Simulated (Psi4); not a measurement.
**BHLYP/def2-SVP (core potential) run of SnNH4Cl (SMILES [NH2][SnH2][Cl])**

Aim: the energy change on altering one bond length of SnNH4Cl at BHLYP/def2-SVP (core potential), from 2 runs. 

The results are computed with Psi4 1.11.

### 1 The structure to begin with

The species is SnNH4Cl (7 atoms), meant as a singlet with charge 0. SMILES: `[NH2][SnH2][Cl]`. The shape is that of a PBE0-D4/def2-TZVP optimisation. This is one conformer, not always the lowest.

Bond lengths: N1–Sn2 2.002 Å, Sn2–Cl3 2.335 Å, N1–H4 1.009 Å, N1–H5 1.009 Å, Sn2–H6 1.700 Å, Sn2–H7 1.700 Å. Angles: N1–Sn2–Cl3 106.6°, N1–Sn2–H6 110.9°, N1–Sn2–H7 110.9°, Cl3–Sn2–H6 105.3°, Cl3–Sn2–H7 105.3°, Sn2–N1–H4 116.4°, Sn2–N1–H5 116.4°, H6–Sn2–H7 117.0°, H4–N1–H5 109.9°.

### 2 Energy and forces at BHLYP/def2-SVP (core potential)

Contents of clh4nsn.xyz:

```xyz
7
ClH4NSn
N     -0.972800    -0.020100    -0.835200
Sn     0.562300     0.041400     0.449100
Cl     0.846400    -2.133500     1.251000
H     -1.803500     0.485500    -0.566500
H     -0.756400     0.165200    -1.803000
H      0.172800     0.976800     1.814600
H      2.012400     0.416800    -0.355700
```

Contents of run.py:

```python
import psi4

psi4.set_memory(2200000000)
psi4.set_num_threads(1)
psi4.core.set_output_file('output.dat', False)

with open('clh4nsn.xyz') as f:
    atoms = ''.join(f.readlines()[2:])
geom = psi4.geometry('0 1\n' + atoms + 'symmetry c1\nno_reorient\nno_com')

psi4.set_options({
    'puream': True,
    'e_convergence': 1e-09,
    'd_convergence': 1e-08,
    'scf_type': 'pk',
    'dft_radial_points': 99,
    'dft_spherical_points': 590,
})

energy_value, wavefunction = psi4.gradient('bhhlyp/def2-SVP', return_wfn=True)
psi4.oeprop(wavefunction, 'LOWDIN_CHARGES', 'MAYER_INDICES', 'DIPOLE')
print('gradient / Eh bohr^-1')
print(energy_value.np.round(6))
print(f'energy = {wavefunction.energy():.10f} Eh')
```

Command:

```bash
$ python run.py
```

output.dat:

```text
[...]
    !!!  WARNING: ECP capability is in beta. Please check occupations closely.  !!!
[...]
  Running in c1 symmetry.
[...]
  Nuclear repulsion =  186.923705781262044
[...]
  Multiplicity = 1
[...]
  Nalpha       = 25
  Nbeta        = 25
[...]
    Number of basis functions: 78
[...]
   @RKS iter   1:  -731.17634321461844   -1.48499e+00   8.67630e-03 ADIIS/DIIS
[...]
   @RKS iter  11:  -731.38287786670821   -3.29692e-12   4.18673e-09 DIIS
[...]
    Orbital Energies [Eh]
    ---------------------
    Doubly Occupied:
       1A   -102.729705     2A    -14.792265     3A     -9.843774
       4A     -7.499805     5A     -7.494949     6A     -7.494924
       7A     -5.425627     8A     -3.711757     9A     -3.708575
      10A     -3.708047    11A     -1.181386    12A     -1.177940
      13A     -1.174637    14A     -1.170793    15A     -1.170044
      16A     -0.936357    17A     -0.884598    18A     -0.589708
      19A     -0.554702    20A     -0.440472    21A     -0.410928
      22A     -0.404566    23A     -0.352991    24A     -0.347921
      25A     -0.321120
[...]
  @RKS Final Energy:  -731.38287786670821
   => Energetics <=
    Nuclear Repulsion Energy =            186.9237057812620435
    One-Electron Energy =               -1461.3948922968934312
    Two-Electron Energy =                 571.4002865517268219
    DFT Exchange-Correlation Energy =     -28.3119779028035978
    Empirical Dispersion Energy =           0.0000000000000000
    VV10 Nonlocal Energy =                  0.0000000000000000
    Total Energy =                       -731.3828778667082133
[...]
  -Total Gradient:
     Atom            X                  Y                   Z
    ------   -----------------  -----------------  -----------------
       1        0.002389425517    -0.003224955909     0.002827874797
       2       -0.002405574474    -0.004042480319    -0.001003632731
       3       -0.001271268286     0.007085678275    -0.002901504167
       4        0.000263866867     0.000971765710     0.000767364233
       5        0.001011428007     0.000736016881    -0.000084459625
       6       -0.000354158823    -0.000663282483     0.000611391802
       7        0.000366764696    -0.000872491771    -0.000214116348
[...]
 Multipole Moments:
 ------------------------------------------------------------------------------------
     Multipole            Electronic (a.u.)      Nuclear  (a.u.)        Total (a.u.)
 ------------------------------------------------------------------------------------
 L = 1.  Multiply by 2.5417464519 to convert [e a0] to [Debye]
 Dipole X            :        -37.1720966           36.9915779           -0.1805187
 Dipole Y            :         64.5908126          -63.2209765            1.3698361
 Dipole Z            :        -46.5978957           46.0907981           -0.5070976
 Magnitude           :                                                    1.4717969
[...]
```

The script printed:

```text
gradient / Eh bohr^-1
[[ 2.389e-03 -3.225e-03  2.828e-03]
 [-2.406e-03 -4.042e-03 -1.004e-03]
 [-1.271e-03  7.086e-03 -2.902e-03]
 [ 2.640e-04  9.720e-04  7.670e-04]
 [ 1.011e-03  7.360e-04 -8.400e-05]
 [-3.540e-04 -6.630e-04  6.110e-04]
 [ 3.670e-04 -8.720e-04 -2.140e-04]]
energy = -731.3828778667 Eh
```

Wall time 8.7 s (1 thread of AMD EPYC 9R45 (Zen 5), shared host); peak memory 0.99 GiB.

### 3 The distorted shape, same level

Contents of input.inp:

```
memory 2200 MB

molecule {
  N     -0.723573    -0.171790    -0.915816
  Sn     0.811527    -0.110290     0.368484
  Cl     1.095627    -2.285190     1.170384
  H     -1.803500     0.485500    -0.566500
  H     -0.507173     0.013510    -1.883616
  H      0.422027     0.825110     1.733984
  H      2.261627     0.265110    -0.436316
  units angstrom
  symmetry c1
  no_reorient
  no_com
}

set basis def2-SVP
set puream true
set e_convergence 1e-09
set d_convergence 1e-08
set scf_type pk
set dft_radial_points 99
set dft_spherical_points 590

gradient("bhhlyp")
```

Command:

```bash
$ psi4 -i input.inp -o input.out -n 1
```

input.out, shortened:

```text
[...]
    !!!  WARNING: ECP capability is in beta. Please check occupations closely.  !!!
[...]
  Running in c1 symmetry.
[...]
  Nuclear repulsion =  185.551511792678667
[...]
  Multiplicity = 1
[...]
  Nalpha       = 25
  Nbeta        = 25
[...]
    Number of basis functions: 78
[...]
   @RKS iter   1:  -731.12836831213122   -1.56848e+00   8.42810e-03 ADIIS/DIIS
[...]
   @RKS iter  11:  -731.33745650246817   -2.95586e-12   4.51619e-09 DIIS
[...]
  @RKS Final Energy:  -731.33745650246817
   => Energetics <=
    Nuclear Repulsion Energy =            185.5515117926786672
    One-Electron Energy =               -1458.7491393292821158
    Two-Electron Energy =                 570.1209556465341848
    DFT Exchange-Correlation Energy =     -28.2607846123988651
    Empirical Dispersion Energy =           0.0000000000000000
    VV10 Nonlocal Energy =                  0.0000000000000000
    Total Energy =                       -731.3374565024681715
[...]
 Multipole Moments:
 ------------------------------------------------------------------------------------
     Multipole            Electronic (a.u.)      Nuclear  (a.u.)        Total (a.u.)
 ------------------------------------------------------------------------------------
 L = 1.  Multiply by 2.5417464519 to convert [e a0] to [Debye]
 Dipole X            :        -60.2718256           60.0691458           -0.2026799
 Dipole Y            :         78.6505557          -77.2669517            1.3836040
 Dipole Z            :        -39.1188768           38.6260322           -0.4928446
 Magnitude           :                                                    1.4826783
[...]
  -Total Gradient:
     Atom            X                  Y                   Z
    ------   -----------------  -----------------  -----------------
       1        0.095032088107    -0.051323269720    -0.030312243998
       2       -0.001408885846    -0.006445902097    -0.003200522414
       3       -0.001091132177     0.007102661968    -0.002637695360
       4       -0.097551250874     0.056145650839     0.033945633896
       5        0.005606551830    -0.004194782713     0.001654520140
       6       -0.000649470942    -0.000493537333     0.000494811725
       7        0.000063215809    -0.000802130684     0.000054867442
[...]
```

Run time: 8.7 s. Hardware: 1 thread of AMD EPYC 9R45 (Zen 5), shared host; peak memory 0.98 GiB.

### 4 What came out

At BHLYP/def2-SVP (core potential):

| quantity | value |
| --- | --- |
| first shape: total energy | -731.38288 Eh |
| first shape: dipole moment | 3.74 D |
| first shape: HOMO energy | -8.74 eV |
| first shape: LUMO energy | 0.89 eV |
| first shape: HOMO–LUMO gap | 9.62 eV |
| first shape: largest force on an atom | 0.399 eV/Å |
| distorted shape: total energy | -731.33746 Eh |
| distorted shape: dipole moment | 3.77 D |
| distorted shape: HOMO energy | -8.65 eV |
| distorted shape: LUMO energy | 0.43 eV |
| distorted shape: HOMO–LUMO gap | 9.09 eV |
| distorted shape: largest force on an atom | 6.045 eV/Å |
| energy change with the N1–H4 bond stretched from 1.009 to 1.312 Å | 1.236 eV |

In words: With the N1–H4 bond stretched from 1.009 to 1.312 Å the energy rises by 1.24 eV (119 kJ/mol). The first shape isn't relaxed at this level, so the change isn't measured from a minimum. The largest force (first shape) is 0.40 eV/Å: the shape isn't a stationary point for this species at this level.
